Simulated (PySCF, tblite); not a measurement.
**C5H14SSi2: geometry, infrared bands and NMR shifts**

Aim: predict the infrared bands and NMR shifts of C5H14SSi2 (`CC/C=C/[SiH2]S[SiH2]C`).

Computed with tblite 0.8.0 and PySCF 2.14.0, with density-fitted response routines of our own, on a single molecule in the gas phase. Atoms count from 0, in the outputs and in this text.

### Step 1. The molecule as given

22 atoms, charge 0, multiplicity 1; geometry from: force field or distance geometry start.

Bonds of the start (Å): C0–C1 1.52, C1–C2 1.50, C2–C3 1.34, C3–Si4 1.85, Si4–S5 2.13, S5–Si6 2.17, Si6–C7 1.87, C0–H8 1.11, C0–H9 1.10, C0–H10 1.12, C1–H11 1.13, C1–H12 1.07, C2–H13 1.09, C3–H14 1.09, Si4–H15 1.47, Si4–H16 1.48, Si6–H17 1.48, Si6–H18 1.47, C7–H19 1.12, C7–H20 1.10, C7–H21 1.10.

### Step 2. Geometry optimisation with GFN2-xTB

The job: settings as JSON, then the geometry in Å.

```
{"job": {"kind": "relax", "xc": "GFN2-xTB", "basis": "xTB"}, "charge": 0, "multiplicity": 1}
C     -4.242800     0.739500     0.803000
C     -3.585800    -0.080700    -0.298700
C     -2.306700    -0.655800     0.222700
C     -1.174100    -0.316100    -0.415200
Si     0.449600    -0.991100     0.173100
S      1.894900     0.537900     0.519800
Si     3.809300    -0.272500    -0.102300
C      4.919500     1.159700    -0.577200
H     -3.613700     1.654600     0.872500
H     -4.266100     0.196700     1.763300
H     -5.277600     0.971500     0.449700
H     -4.278000    -0.956300    -0.471500
H     -3.495500     0.475200    -1.208500
H     -2.268500    -1.328400     1.080600
H     -1.250300     0.360000    -1.262700
H      0.304300    -1.788400     1.399800
H      0.980900    -1.786400    -0.954000
H      3.575000    -1.085500    -1.316200
H      4.432300    -1.064200     0.973100
H      5.704300     0.823800    -1.298800
H      5.383800     1.536100     0.348200
H      4.294700     1.889700    -1.102500
```

Launch:

```
$ OMP_NUM_THREADS=1 python probes_run.py task.json out
```

One launch serves the whole session: the jobs run in the order shown.

**Question.** This job is followed by: GFN2-xTB harmonic vibrations, gas phase; GIAO PBE0/pcSseg-1 NMR shielding, non-relativistic, gas phase. Predict these results of the whole session: strongest single infrared mode (GFN2-xTB); zero-point energy (GFN2-xTB); ¹³C shifts against TMS (PBE0/pcSseg-1); ¹H shifts against TMS (PBE0/pcSseg-1, means over atoms taken as alike); ²⁹Si shifts against TMS (PBE0/pcSseg-1); ³³S shifts against CS2 (PBE0/pcSseg-1).

As calculated:

| quantity | value |
| --- | --- |
| strongest single infrared mode (GFN2-xTB) | 674 cm⁻¹, 643 km/mol |
| zero-point energy (GFN2-xTB) | 106.1 kcal/mol |
| ¹³C shifts against TMS (PBE0/pcSseg-1) | 164.0, 127.4, 37.2, 16.6, -3.6 ppm |
| ¹H shifts against TMS (PBE0/pcSseg-1, means over atoms taken as alike) | 6.49, 5.93, 5.05, 4.83, 2.27, 1.12, 0.49 ppm |
| ²⁹Si shifts against TMS (PBE0/pcSseg-1) | -29.0, -36.2 ppm |
| ³³S shifts against CS2 (PBE0/pcSseg-1) | -313 ppm |

Relaxing lowered the energy by 0.450 eV in 170 steps; the close pair that moved most is C1–H11, from 1.129 to 1.094 Å. No mode is imaginary among the 60: a minimum at this level. The strongest single mode, at 674 cm⁻¹, moves mainly H17 and H18. GFN2-xTB is a fitted tight-binding method: band positions and strengths are rough. Its intensities can rank the bands wrongly. At PBE0/pcSseg-1: The widest tensor belongs to C2: span 255 ppm, with a paramagnetic part of -236 ppm.
